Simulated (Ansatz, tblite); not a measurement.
## A script for GaN (GFN2-xTB)

These are simulated results from tblite 0.8.0, not measurements. The cell was built from a prototype and was relaxed with r2SCAN in plane waves (Ansatz 0.2.0). Not every such cell is a known phase. All runs are without spin polarisation.

It is hexagonal, P6_3mc (No. 186); conventional cell a = 3.182 Å, c = 10.377 Å, 11.37 Å³ an atom. Around Ga lie 4 N at 1.95 Å; around N lie 4 Ga at 1.95 Å.

tblite solves periodic systems at the zone centre alone, so the script builds a cluster of 3×3×1 conventional cells (72 atoms), which folds in a coarse mesh of k points.

The script, run.py:

```python
import json
from ase import Atoms
from ase.build import make_supercell
from ase.units import Bohr, GPa, Hartree
from tblite.interface import Calculator

atoms = Atoms(['Ga', 'Ga', 'Ga', 'Ga', 'N', 'N', 'N', 'N'],
              cell=[[3.181694, -0.0, 0.0], [-1.590847, 2.755428, -0.0], [-0.0, -0.0, 10.37729]],
              scaled_positions=[[-0.0, 0.0, -0.000361], [0.333333, 0.666667, 0.249932], [0.0, -0.0, 0.499639], [0.666667, 0.333333, 0.749932], [-0.0, 0.0, 0.187644], [0.333333, 0.666667, 0.437785], [0.0, -0.0, 0.687644], [0.666667, 0.333333, 0.937785]],
              pbc=True)
cluster = make_supercell(atoms, [[3, 0, 0], [0, 3, 0], [0, 0, 1]])
calc = Calculator('GFN2-xTB', cluster.numbers, cluster.positions / Bohr, lattice=cluster.cell[:] / Bohr, periodic=cluster.pbc)
calc.set('temperature', 0.02 / Hartree)
calc.set('max-iter', 150)
res = calc.singlepoint()
levels = res.get('orbital-energies') * Hartree
nv = round(res.get('orbital-occupations').sum() / 2)
cells = len(cluster) // len(atoms)
out = {'energy_per_cell': res.get('energy') * Hartree / cells, 'homo': levels[nv - 1], 'lumo': levels[nv],
       'stress': (-res.get('virial') * Hartree / cluster.get_volume() / GPa).tolist(), 'charges': res.get('charges')[:len(atoms)].tolist(), 'electrons': 2 * nv / cells}
json.dump(out, open('results.json', 'w'))
for key, value in out.items():
    print(key, value)
```

Command: `python run.py`. It took 8.6 s on 1 thread of Arm Neoverse V2, on a shared host, peak memory 0.12 GiB.

What it printed:

```
------------------------------------------------------------
  cycle        total energy    energy error   density error
------------------------------------------------------------
      1     -140.1657336343  -1.4079952E+02   3.8000299E-01
      2     -142.3330737025  -2.1673401E+00   2.3912431E-01
      3     -146.4412333182  -4.1081596E+00   2.6443925E-01
      4     -149.8179992367  -3.3767659E+00   1.6235872E-01
      5     -151.0940104765  -1.2760112E+00   5.3009987E-02
      6     -149.8681555122   1.2258550E+00   1.0493695E-01
      7     -150.8830513660  -1.0148959E+00   4.3015489E-02
      8     -151.1120374071  -2.2898604E-01   6.7336693E-03
      9     -151.1081029650   3.9344421E-03   1.0884497E-02
     10     -151.1131149647  -5.0119997E-03   6.9355663E-03
     11     -151.1168219238  -3.7069591E-03   1.0911753E-03
     12     -151.1168887601  -6.6836281E-05   4.0081659E-04
     13     -151.1168938737  -5.1136296E-06   2.1546343E-04
     14     -151.1168973407  -3.4669547E-06   6.9919625E-05
     15     -151.1168975805  -2.3986604E-07   3.7454390E-05
     16     -151.1168976428  -6.2298682E-08   2.3461839E-05
     17     -151.1168976847  -4.1864894E-08   7.4428770E-06
------------------------------------------------------------

 total:                                   8.015 sec
energy_per_cell -456.9000264114868
homo -11.486442948719315
lumo -9.597398897260474
stress [[-4.804180797515565, -8.051956118773838e-05, -1.843976806258078e-06], [-8.051956118794006e-05, -4.804282301283602, -3.2413519443528173e-06], [-1.8439768064089138e-06, -3.2413519444170517e-06, -4.419742272401238]]
charges [0.34529100497563364, 0.35246934264739566, 0.34529087047719864, 0.35246716063966, -0.3491194561251587, -0.348638685569997, -0.3491189702966313, -0.3486378429810095]
electrons 32.0
```

The cycle table is in hartree for the whole cluster, and the lines after it are in eV (the energy for one cell). The printed stress is in GPa and positive in compression, and the pressure is its mean diagonal.

GFN2-xTB gives a gap of 1.89 eV. On the same cell, plane-wave PBE (Ansatz, 12×12×4 k points and the special points) gives a gap of 1.84 eV and r2SCAN a gap of 2.26 eV; on shared hosts these took about 21 and 51 core-seconds on the 8-atom cell, against 8.6 for the script. Semilocal gaps usually lie below measured ones. xTB was fitted to molecules, so gaps, charges and pressures of solids can be far off, and the gap also depends on the size of the cluster.

The same script was run on cells scaled at fixed shape and fractional coordinates:

| volume (Å³/atom) | energy (meV/atom) | pressure (GPa, positive in compression) | gap (eV) |
| --- | --- | --- | --- |
| 10.01 | 32.4 | 14.54 | 2.48 |
| 10.69 | -4.2 | 3.23 | 2.17 |
| 11.37 | 0.0 | -4.68 | 1.89 |
| 12.05 | 31.8 | -10.02 | 1.64 |
| 12.74 | 82.7 | -13.84 | 1.41 |

A Birch-Murnaghan fit puts the minimum at 10.94 Å³/atom, 3.8 % below the given cell, with a bulk modulus of 132 GPa at fixed shape.

xTB was fitted mostly to molecules, and a small cluster samples few k points, so gaps, pressures and kinks along a curve can be far from a solid's.
